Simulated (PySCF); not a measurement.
**A diatomic session: InH−**

One job finds the state of InH−, follows it along the bond with each method and fits the curves.

Method: In aug-cc-pVDZ-PP with ECP28, H aug-cc-pVDZ, scalar-relativistic core potentials; program: PySCF 2.14.0.

3 further runs of the same task are left out: 3 set aside as unsound or not needed.

## 1. Input

A driver script around PySCF takes these settings:

```json
{
 "atoms": "In, H",
 "charge": "-1",
 "basis": "In aug-cc-pVDZ-PP with ECP28, H aug-cc-pVDZ",
 "Hamiltonian": "scalar-relativistic core potentials",
 "basis functions": "41",
 "electrons treated": "23",
 "masses in u": "114.9039, 1.0078",
 "levels": "PBE0, PBE, r²SCAN, LDA, BLYP, PW91, MP2, SCS-MP2, CCSD, CCSD(T)",
 "grid": "80 radial by 434 angular points",
 "occupations": "held fixed by the projection of orbital angular momentum",
 "dissociation limit": "In + H−, each in its ground configuration",
 "starting distance in angstrom": "1.810",
 "values of 2S to try": "1, 3"
}
```

Command:

```
$ OMP_NUM_THREADS=1 python dia.py task.json out
```

After the search, every level is run at each distance in turn; below they are sorted by level.

## 2. The PBE0 curve of the state that the search chose

State followed: ²Π (doublet), unpaired electrons π ↑. The scan is laid around 1.899 Å.

Output of the SCF at 1.899 Å:

```text
******** <class 'pyscf.dft.uks_symm.SymAdaptedUKS'> ********
method = SymAdaptedUKS
initial guess = minao
damping factor = 0
level_shift factor = 0
DIIS = <class 'pyscf.scf.diis.CDIIS'>
diis_start_cycle = 1
diis_space = 10
diis_damp = 0
SCF conv_tol = 1e-09
SCF conv_tol_grad = None
SCF max_cycles = 60
direct_scf = False
max_memory 909 MB (current use 265 MB)
number electrons alpha = 12  beta = 11
XC library pyscf.dft.libxc version 7.0.0
    S. Lehtola, C. Steigemann, M. J.T. Oliveira, and M. A.L. Marques.,  SoftwareX 7, 1–5 (2018)
XC functionals = PBE0
    C. Adamo and V. Barone.,  J. Chem. Phys. 110, 6158 (1999)
    M. Ernzerhof and G. E. Scuseria.,  J. Chem. Phys. 110, 5029 (1999)
small_rho_cutoff = 0
Overwritten attributes  get_hcore get_jk get_k get_occ get_j  of <class 'pyscf.dft.uks_symm.SymAdaptedUKS'>
<class 'pyscf.dft.uks_symm.SymAdaptedUKS'> does not have attributes  refdm
Set gradient conv threshold to 3.16228e-05
init E= -190.720209757359
cycle= 1 E= -190.715314492729  delta_E= 0.0049  |g|= 0.00712  |ddm|= 0.0785
cycle= 2 E= -190.715345263978  delta_E= -3.08e-05  |g|= 0.00567  |ddm|= 0.0433
cycle= 3 E= -190.715389208788  delta_E= -4.39e-05  |g|= 0.000204  |ddm|= 0.0197
cycle= 4 E= -190.715389311764  delta_E= -1.03e-07  |g|= 0.000119  |ddm|= 0.00138
cycle= 5 E= -190.715389335267  delta_E= -2.35e-08  |g|= 2.6e-05  |ddm|= 0.000665
cycle= 6 E= -190.715389338389  delta_E= -3.12e-09  |g|= 6.43e-06  |ddm|= 0.000224
cycle= 7 E= -190.715389338639  delta_E= -2.51e-10  |g|= 1.75e-06  |ddm|= 7.9e-05
Extra cycle  E= -190.715389338652  delta_E= -1.26e-11  |g|= 9.54e-07  |ddm|= 1.1e-05
converged SCF energy = -190.715389338652  <S^2> = 0.75309563  2S+1 = 2.0030932
```

The curve and what changes along it:

```csv
R (Å),E (eV),μ (D),Mulliken charge of In (e),Mayer bond order,⟨S²⟩,HOMO (eV),LUMO (eV)
1.6331,0.3022,0.33,-0.98,0.81,0.75,1.06,2.24
1.7091,0.1362,-0.05,-0.90,0.82,0.75,1.05,2.24
1.7851,0.0431,-0.43,-0.83,0.81,0.75,1.05,2.24
1.8420,0.0096,-0.73,-0.78,0.81,0.75,1.04,2.24
1.8990,0.0000,-1.03,-0.73,0.79,0.75,1.04,2.24
1.9560,0.0095,-1.33,-0.69,0.78,0.75,1.03,2.23
2.0319,0.0447,-1.74,-0.65,0.77,0.75,1.01,2.23
2.1269,0.1149,-2.27,-0.60,0.75,0.75,0.99,2.22
2.2408,0.2234,-2.91,-0.55,0.72,0.75,0.96,2.20
2.3927,0.3886,-3.78,-0.50,0.69,0.75,0.90,2.17
```

Fit: Re = 1.897 Å, ωe = 1266 cm⁻¹, ωexe = 28.7 cm⁻¹, αe = 0.170 cm⁻¹, Be = 4.689 cm⁻¹, De = 2.30 eV, μ = -1.01 D.

Orbitals nearest the gap at 1.899 Å:

```csv
spin,orbital,ε (eV),filled,made of
β,π,-15.52,yes,In d 100 %
α,σ,-15.44,yes,In d 100 %
β,σ,-15.40,yes,In d 100 %
α,π,-15.38,yes,In d 100 %
β,π,-15.33,yes,In d 100 %
α,σ,-5.29,yes,"In s 72 %, H s 25 %"
β,σ,-4.95,yes,"In s 67 %, H s 30 %"
α,σ,-1.10,yes,"In p 37 %, H s 36 %, In s 24 %"
β,σ,-0.93,yes,"H s 35 %, In p 33 %, In s 30 %"
α,π,1.04,yes,In p 100 %
α,π,2.24,no,In p 100 %
β,π,2.48,no,In p 99 %
α,σ,2.67,no,"diffuse, shares unclear"
β,π,2.72,no,In p 99 %
```

## 3. Orbitals, density and potential

Orbitals, density, ELF and potential are computed afterwards from the orbital file.

Frontier orbitals at PBE0 (alpha spin), with the share of their density that lies nearest to each atom:

```csv
orbital,energy (eV),lies on
HOMO,1.04,In1 80 %; H2 20 %
LUMO,2.24,In1 78 %; H2 22 %
```

ELF in a plane through or near 2 of the atoms.

Ten even steps from '0' (0.00) to '9' (1.00):
```
3577889999888754432100000000
4678899999887653321100000000
4678899998877543222111000000
4678899887766543333332100000
4678898876655443334444210000
4688887653333334567877531000
4688875422222236799999863100
4688863235543137999999985300
4688752357676238999999997400
4688742373067338999999997510
4688742373067338999999997510
4688752357776238999999997400
4688863235543137999999985300
4688875422222236799999863100
4688887653333334567877531000
4678898876655443334443210000
4678899887766543333332100000
4678899998877543222111000000
4678899999887653321100000000
3577889999888754432100000000
```
The map spans 7.1 Å across and 5.2 Å up, centred on the molecule. Atoms in the plane (x, y in Å): In1 (-0.9, 0.0), H2 (0.9, 0.0).

On the surface of density 0.002 e/bohr³ the electrostatic potential runs, from the 1st to the 99th percentile, from -5.17 to -2.82 V.

The spin density lies nearest to In1 80 %; H2 20 %.

Core electrons inside the core potentials are missing from the density.

## 4. PBE

The SCF at the reference distance, 1.899 Å, printed:

```text
[... 13 set-up lines left out, the same as in an earlier log ...]
max_memory 909 MB (current use 284 MB)
[... 3 set-up lines left out, the same as in an earlier log ...]
XC functionals = PBE
    J. P. Perdew, K. Burke, and M. Ernzerhof.,  Phys. Rev. Lett. 77, 3865 (1996)
    J. P. Perdew, K. Burke, and M. Ernzerhof.,  Phys. Rev. Lett. 78, 1396 (1997)
    J. P. Perdew, K. Burke, and M. Ernzerhof.,  Phys. Rev. Lett. 77, 3865 (1996)
    J. P. Perdew, K. Burke, and M. Ernzerhof.,  Phys. Rev. Lett. 78, 1396 (1997)
[... 2 set-up lines left out, the same as in an earlier log ...]
init E= -190.71723024475
cycle= 1 E= -190.718316385376  delta_E= -0.00109  |g|= 0.0161  |ddm|= 0.197
cycle= 2 E= -190.718238288725  delta_E= 7.81e-05  |g|= 0.0167  |ddm|= 0.127
cycle= 3 E= -190.718483458783  delta_E= -0.000245  |g|= 0.00211  |ddm|= 0.0819
cycle= 4 E= -190.718490543761  delta_E= -7.08e-06  |g|= 0.000208  |ddm|= 0.0126
cycle= 5 E= -190.718490576917  delta_E= -3.32e-08  |g|= 0.000178  |ddm|= 0.00187
cycle= 6 E= -190.718490622646  delta_E= -4.57e-08  |g|= 1.04e-05  |ddm|= 0.00074
cycle= 7 E= -190.718490622858  delta_E= -2.12e-10  |g|= 3.12e-06  |ddm|= 0.000104
Extra cycle  E= -190.718490622854  delta_E= 3.98e-12  |g|= 3.77e-06  |ddm|= 4.28e-05
converged SCF energy = -190.718490622854  <S^2> = 0.75164717  2S+1 = 2.0016465
```

Re = 1.920 Å, ωe = 1205 cm⁻¹, ωexe = 28.0 cm⁻¹, αe = 0.171 cm⁻¹, Be = 4.576 cm⁻¹, De = 2.27 eV, μ = -1.21 D. 4.7 s of CPU time for 12 points, integrals apart.

## 5. r²SCAN (meta-GGA)

Output of the SCF at 1.899 Å:

```text
[... 17 set-up lines left out, the same as in an earlier log ...]
XC functionals = R2SCAN
    J. W. Furness, A. D. Kaplan, J. Ning, J. P. Perdew, and J. Sun.,  J. Phys. Chem. Lett. 11, 8208-8215 (2020)
    J. W. Furness, A. D. Kaplan, J. Ning, J. P. Perdew, and J. Sun.,  J. Phys. Chem. Lett. 11, 9248-9248 (2020)
    J. W. Furness, A. D. Kaplan, J. Ning, J. P. Perdew, and J. Sun.,  J. Phys. Chem. Lett. 11, 8208-8215 (2020)
    J. W. Furness, A. D. Kaplan, J. Ning, J. P. Perdew, and J. Sun.,  J. Phys. Chem. Lett. 11, 9248-9248 (2020)
[... 2 set-up lines left out, the same as in an earlier log ...]
init E= -190.7853552553
cycle= 1 E= -190.78583129509  delta_E= -0.000476  |g|= 0.00344  |ddm|= 0.177
cycle= 2 E= -190.785844519445  delta_E= -1.32e-05  |g|= 0.00255  |ddm|= 0.0381
cycle= 3 E= -190.785855179221  delta_E= -1.07e-05  |g|= 0.00112  |ddm|= 0.0207
cycle= 4 E= -190.785856145354  delta_E= -9.66e-07  |g|= 0.000121  |ddm|= 0.00322
cycle= 5 E= -190.785856213475  delta_E= -6.81e-08  |g|= 5.57e-05  |ddm|= 0.00132
cycle= 6 E= -190.785856220944  delta_E= -7.47e-09  |g|= 2.68e-05  |ddm|= 0.000331
cycle= 7 E= -190.785856223667  delta_E= -2.72e-09  |g|= 6.96e-06  |ddm|= 0.000268
cycle= 8 E= -190.785856223815  delta_E= -1.48e-10  |g|= 1.76e-06  |ddm|= 6.96e-05
Extra cycle  E= -190.785856223822  delta_E= -7.36e-12  |g|= 9.84e-07  |ddm|= 1.31e-05
converged SCF energy = -190.785856223822  <S^2> = 0.75523247  2S+1 = 2.0052256
```

Re = 1.894 Å, ωe = 1264 cm⁻¹, ωexe = 29.0 cm⁻¹, αe = 0.172 cm⁻¹, Be = 4.703 cm⁻¹, De = 2.32 eV, μ = -1.01 D. 6.9 s of CPU time for 12 points, integrals apart.

## 6. LDA (local density)

The SCF at the reference distance, 1.899 Å, printed:

```text
[... 13 set-up lines left out, the same as in an earlier log ...]
max_memory 909 MB (current use 291 MB)
[... 3 set-up lines left out, the same as in an earlier log ...]
XC functionals = LDA,VWN
    P. A. M. Dirac.,  Math. Proc. Cambridge Philos. Soc. 26, 376 (1930)
    F. Bloch.,  Z. Phys. 57, 545 (1929)
    S. H. Vosko, L. Wilk, and M. Nusair.,  Can. J. Phys. 58, 1200 (1980)
[... 2 set-up lines left out, the same as in an earlier log ...]
init E= -190.389172670951
cycle= 1 E= -190.392068911838  delta_E= -0.0029  |g|= 0.0339  |ddm|= 0.299
cycle= 2 E= -190.391980279191  delta_E= 8.86e-05  |g|= 0.0298  |ddm|= 0.165
cycle= 3 E= -190.39280351394  delta_E= -0.000823  |g|= 0.00604  |ddm|= 0.113
cycle= 4 E= -190.392864976934  delta_E= -6.15e-05  |g|= 0.000161  |ddm|= 0.0276
cycle= 5 E= -190.392865001476  delta_E= -2.45e-08  |g|= 4.96e-05  |ddm|= 0.000904
cycle= 6 E= -190.3928650038  delta_E= -2.32e-09  |g|= 1.73e-05  |ddm|= 0.000252
cycle= 7 E= -190.39286500411  delta_E= -3.1e-10  |g|= 8.25e-06  |ddm|= 0.000133
Extra cycle  E= -190.392865003998  delta_E= 1.12e-10  |g|= 1.3e-05  |ddm|= 0.000121
converged SCF energy = -190.392865003998  <S^2> = 0.75078912  2S+1 = 2.000789
```

Re = 1.891 Å, ωe = 1260 cm⁻¹, ωexe = 27.5 cm⁻¹, αe = 0.168 cm⁻¹, Be = 4.718 cm⁻¹, De = 2.54 eV, μ = -1.12 D. 3 s of CPU time for 12 points, integrals apart.

## 7. BLYP (GGA)

Log of the SCF at 1.899 Å:

```text
[... 13 set-up lines left out, the same as in an earlier log ...]
max_memory 909 MB (current use 336 MB)
[... 3 set-up lines left out, the same as in an earlier log ...]
XC functionals = BLYP
    A. D. Becke.,  Phys. Rev. A 38, 3098 (1988)
    C. Lee, W. Yang, and R. G. Parr.,  Phys. Rev. B 37, 785 (1988)
    B. Miehlich, A. Savin, H. Stoll, and H. Preuss.,  Chem. Phys. Lett. 157, 200 (1989)
[... 2 set-up lines left out, the same as in an earlier log ...]
init E= -190.675557091165
cycle= 1 E= -190.677354287464  delta_E= -0.0018  |g|= 0.0218  |ddm|= 0.336
cycle= 2 E= -190.676850881834  delta_E= 0.000503  |g|= 0.0288  |ddm|= 0.236
cycle= 3 E= -190.677790896666  delta_E= -0.00094  |g|= 0.00176  |ddm|= 0.155
cycle= 4 E= -190.677796645985  delta_E= -5.75e-06  |g|= 0.000126  |ddm|= 0.0126
cycle= 5 E= -190.677796692934  delta_E= -4.69e-08  |g|= 4.9e-05  |ddm|= 0.00145
cycle= 6 E= -190.677796697773  delta_E= -4.84e-09  |g|= 1.88e-05  |ddm|= 0.000356
cycle= 7 E= -190.67779669817  delta_E= -3.97e-10  |g|= 1.02e-05  |ddm|= 0.000127
Extra cycle  E= -190.67779669799  delta_E= 1.8e-10  |g|= 1.55e-05  |ddm|= 0.000148
converged SCF energy = -190.67779669799  <S^2> = 0.7509606  2S+1 = 2.0009604
```

Re = 1.937 Å, ωe = 1166 cm⁻¹, ωexe = 28.7 cm⁻¹, αe = 0.176 cm⁻¹, Be = 4.498 cm⁻¹, De = 2.09 eV, μ = -1.42 D.

## 8. PW91

Log of the SCF at 1.899 Å:

```text
[... 13 set-up lines left out, the same as in an earlier log ...]
max_memory 909 MB (current use 337 MB)
[... 3 set-up lines left out, the same as in an earlier log ...]
XC functionals = PW91,PW91
    J. P. Perdew. In P. Ziesche and H. Eschrig, editors, Proceedings of the 75. WE-Heraeus-Seminar and 21st Annual International Symposium on Electronic Structure of Solids, 11. Berlin, 1991. Akademie Verlag.
    J. P. Perdew, J. A. Chevary, S. H. Vosko, K. A. Jackson, M. R. Pederson, D. J. Singh, and C. Fiolhais.,  Phys. Rev. B 46, 6671 (1992)
    J. P. Perdew, J. A. Chevary, S. H. Vosko, K. A. Jackson, M. R. Pederson, D. J. Singh, and C. Fiolhais.,  Phys. Rev. B 48, 4978 (1993)
    J. P. Perdew. In P. Ziesche and H. Eschrig, editors, Proceedings of the 75. WE-Heraeus-Seminar and 21st Annual International Symposium on Electronic Structure of Solids, 11. Berlin, 1991. Akademie Verlag.
    J. P. Perdew, J. A. Chevary, S. H. Vosko, K. A. Jackson, M. R. Pederson, D. J. Singh, and C. Fiolhais.,  Phys. Rev. B 46, 6671 (1992)
    J. P. Perdew, J. A. Chevary, S. H. Vosko, K. A. Jackson, M. R. Pederson, D. J. Singh, and C. Fiolhais.,  Phys. Rev. B 48, 4978 (1993)
[... 2 set-up lines left out, the same as in an earlier log ...]
init E= -190.800431372756
cycle= 1 E= -190.801698230835  delta_E= -0.00127  |g|= 0.0122  |ddm|= 0.217
cycle= 2 E= -190.801701038436  delta_E= -2.81e-06  |g|= 0.0105  |ddm|= 0.0775
cycle= 3 E= -190.801777194035  delta_E= -7.62e-05  |g|= 0.002  |ddm|= 0.0486
cycle= 4 E= -190.801783297003  delta_E= -6.1e-06  |g|= 0.00017  |ddm|= 0.012
cycle= 5 E= -190.801783333599  delta_E= -3.66e-08  |g|= 0.000116  |ddm|= 0.00195
cycle= 6 E= -190.80178335332  delta_E= -1.97e-08  |g|= 1.39e-05  |ddm|= 0.000465
cycle= 7 E= -190.801783353683  delta_E= -3.62e-10  |g|= 3.02e-06  |ddm|= 0.00012
Extra cycle  E= -190.801783353682  delta_E= 8.53e-13  |g|= 3.35e-06  |ddm|= 4.16e-05
converged SCF energy = -190.801783353682  <S^2> = 0.75169469  2S+1 = 2.001694
```

Re = 1.917 Å, ωe = 1209 cm⁻¹, ωexe = 28.3 cm⁻¹, αe = 0.172 cm⁻¹, Be = 4.591 cm⁻¹, De = 2.29 eV, μ = -1.22 D. 3.4 s of CPU time for 12 points, integrals apart.

## 9. MP2 and coupled cluster

Reference: UHF; core orbitals frozen: 4; virtual orbitals above 20 hartree dropped in coupled cluster: 1. MP2 keeps all virtuals, so it differs from the MP2 energy in the coupled-cluster log.

Output of the coupled-cluster run at 1.899 Å:

```text
******** <class 'pyscf.cc.uccsd.UCCSD'> ********
CC2 = 0
CCSD nocc = (np.int64(8), np.int64(7)), nmo = (36, 36)
frozen orbitals [[0, 1, 2, 3, 40], [0, 1, 2, 3, 40]]
max_cycle = 80
direct = 0
conv_tol = 1e-07
conv_tol_normt = 1e-05
diis_space = 8
diis_start_cycle = 0
diis_start_energy_diff = 1e+09
max_memory 909 MB (current use 347 MB)
Init t2, MP2 energy = -0.079348930157592
Init E_corr(UCCSD) = -0.0793489302191329
cycle = 1  E_corr(UCCSD) = -0.0932159630184288  dE = -0.0138670328  norm(t1,t2) = 0.0693751
cycle = 2  E_corr(UCCSD) = -0.0978569839881615  dE = -0.00464102097  norm(t1,t2) = 0.0289243
cycle = 3  E_corr(UCCSD) = -0.100639449320072  dE = -0.00278246533  norm(t1,t2) = 0.014649
cycle = 4  E_corr(UCCSD) = -0.100675443950493  dE = -3.59946304e-05  norm(t1,t2) = 0.00338564
cycle = 5  E_corr(UCCSD) = -0.100608824135351  dE = 6.66198151e-05  norm(t1,t2) = 0.00131749
cycle = 6  E_corr(UCCSD) = -0.100607724204561  dE = 1.09993079e-06  norm(t1,t2) = 0.000548642
cycle = 7  E_corr(UCCSD) = -0.100610795787482  dE = -3.07158292e-06  norm(t1,t2) = 0.000258147
cycle = 8  E_corr(UCCSD) = -0.100608661524466  dE = 2.13426302e-06  norm(t1,t2) = 0.00011897
cycle = 9  E_corr(UCCSD) = -0.100609032335741  dE = -3.70811275e-07  norm(t1,t2) = 3.748e-05
cycle = 10  E_corr(UCCSD) = -0.100608871081224  dE = 1.61254517e-07  norm(t1,t2) = 1.46518e-05
cycle = 11  E_corr(UCCSD) = -0.100608770520152  dE = 1.00561072e-07  norm(t1,t2) = 6.10941e-06
cycle = 12  E_corr(UCCSD) = -0.100608766162401  dE = 4.35775113e-09  norm(t1,t2) = 2.53504e-06
UCCSD converged
E(UCCSD) = -189.8679622639412  E_corr = -0.100608766162401
UCCSD(T) correction = -0.00332161477329504
```

Correlation energy (eV) along the bond:

```csv
R (Å),MP2,SCS-MP2,CCSD,CCSD(T),T1
1.633,-2.195,-2.246,n/a,n/a,n/a
1.709,-2.180,-2.236,-2.742,-2.832,0.013
1.785,-2.169,-2.231,-2.737,-2.827,0.013
1.842,-2.164,-2.229,-2.737,-2.827,0.013
1.899,-2.159,-2.228,-2.738,-2.828,0.013
1.956,-2.157,-2.229,-2.740,-2.831,0.013
2.032,-2.154,-2.231,-2.746,-2.837,0.013
2.127,-2.151,-2.234,-2.754,-2.846,0.013
2.241,-2.148,-2.237,-2.764,-2.858,0.013
2.393,-2.141,-2.239,n/a,n/a,n/a
```

UHF-MP2: Re = 1.881 Å, ωe = 1301 cm⁻¹, ωexe = 28.3 cm⁻¹, αe = 0.171 cm⁻¹, Be = 4.769 cm⁻¹, De = 2.26 eV.

UHF-SCS-MP2: Re = 1.891 Å, ωe = 1276 cm⁻¹, ωexe = 28.8 cm⁻¹, αe = 0.174 cm⁻¹, Be = 4.718 cm⁻¹, De = 2.14 eV.

UHF-CCSD: Re = 1.897 Å, ωe = 1246 cm⁻¹, ωexe = 29.6 cm⁻¹, αe = 0.180 cm⁻¹, Be = 4.690 cm⁻¹, De = 2.10 eV.

UHF-CCSD(T): Re = 1.898 Å, ωe = 1239 cm⁻¹, ωexe = 29.5 cm⁻¹, αe = 0.181 cm⁻¹, Be = 4.683 cm⁻¹, De = 2.14 eV.

## 10. All curves

Energy (eV) from each level's lowest point:

```csv
R (Å),UHF-MP2,UHF-SCS-MP2,UHF-CCSD,UHF-CCSD(T),LDA,PBE,PW91,BLYP,r²SCAN,PBE0
1.633,0.275,0.293,n/a,n/a,0.283,0.335,0.329,0.362,0.294,0.302
1.709,0.117,0.129,0.133,0.134,0.125,0.160,0.156,0.180,0.131,0.136
1.785,0.032,0.039,0.042,0.042,0.038,0.058,0.056,0.071,0.041,0.043
1.842,0.004,0.008,0.009,0.010,0.007,0.017,0.016,0.025,0.008,0.010
1.899,0.000,0.000,0.000,0.000,0.000,0.000,0.000,0.003,0.000,0.000
1.956,0.015,0.011,0.009,0.009,0.011,0.002,0.003,0.000,0.010,0.009
2.032,0.057,0.049,0.043,0.042,0.048,0.027,0.029,0.019,0.046,0.045
2.127,0.135,0.121,0.111,0.108,0.119,0.085,0.089,0.069,0.117,0.115
2.241,0.253,0.232,0.215,0.211,0.229,0.180,0.184,0.154,0.225,0.223
2.393,0.429,0.401,n/a,n/a,0.396,0.329,0.334,0.291,0.390,0.389
```

The whole job (state search and all levels along the bond) took 1.1 min on 1 thread of Arm Neoverse V2 (shared host), peak memory 0.47 GiB.

## 11. Results

Lowest PBE0 solution found, without spin–orbit coupling: ²Π (doublet), unpaired electrons π ↑.

```csv
level,Re (Å),ωe (cm⁻¹),De (eV),μ (D)
UHF-MP2,1.881,1301,2.26,n/a
UHF-SCS-MP2,1.891,1276,2.14,n/a
UHF-CCSD,1.897,1246,2.10,n/a
UHF-CCSD(T),1.898,1239,2.14,n/a
LDA,1.891,1260,2.54,-1.12
PBE,1.920,1205,2.27,-1.21
PW91,1.917,1209,2.29,-1.22
BLYP,1.937,1166,2.09,-1.42
r²SCAN,1.894,1264,2.32,-1.01
PBE0,1.897,1266,2.30,-1.01
```

De is counted to In + H− in their ground configurations. A positive dipole points from In to H; in an ion it is taken about the centre of mass and does not tell which atom is negative.

Differences from CCSD(T) in the same basis:

```csv
level,Re (mÅ),ωe (%)
UHF-MP2,-17,+5.0
UHF-SCS-MP2,-7,+3.0
UHF-CCSD,-1,+0.6
LDA,-7,+1.7
PBE,+22,-2.8
PW91,+19,-2.4
BLYP,+39,-5.9
r²SCAN,-4,+2.1
PBE0,-1,+2.2
```

Time per point (s) on 1 thread of Arm Neoverse V2, shared host (CPU time, shared integrals of 0.071 s apart; correlated levels include their reference; CCSD comes with the CCSD(T) run); the times are rough: UHF-MP2 0.1, UHF-SCS-MP2 0.1, LDA 0.25, PBE 0.39, PW91 0.28, BLYP 0.27, r²SCAN 0.57, PBE0 0.57; the reference 2.3.

The cheapest levels within 10 mÅ and 2.5 % of CCSD(T): LDA (0.25 s). The dearest run takes 2.3 s.

**Reading.** Against CCSD(T) in the same basis, the bond length is nearest at UHF-CCSD and PBE0 (-1 mÅ) and farthest at BLYP (+39 mÅ); the wavenumber is nearest at UHF-CCSD (+0.6 %) and farthest at BLYP (-5.9 %). PBE has the long and soft bond that GGAs tend to give. CCSD(T) in a basis this small is itself some way from its limit, more so than the functionals. Among the levels with a De in the table, it runs from 2.09 eV (BLYP) to 2.54 eV (LDA).

Correlated steps freeze 4 core orbitals. These are scalar-relativistic numbers at best; spin–orbit coupling would shift them, the dissociation energy most. With some functionals the highest level of the anion is positive, from self-interaction error or because the anion is truly unbound there; the finite basis then holds the extra electron, and no neutral molecule was run to test the binding.
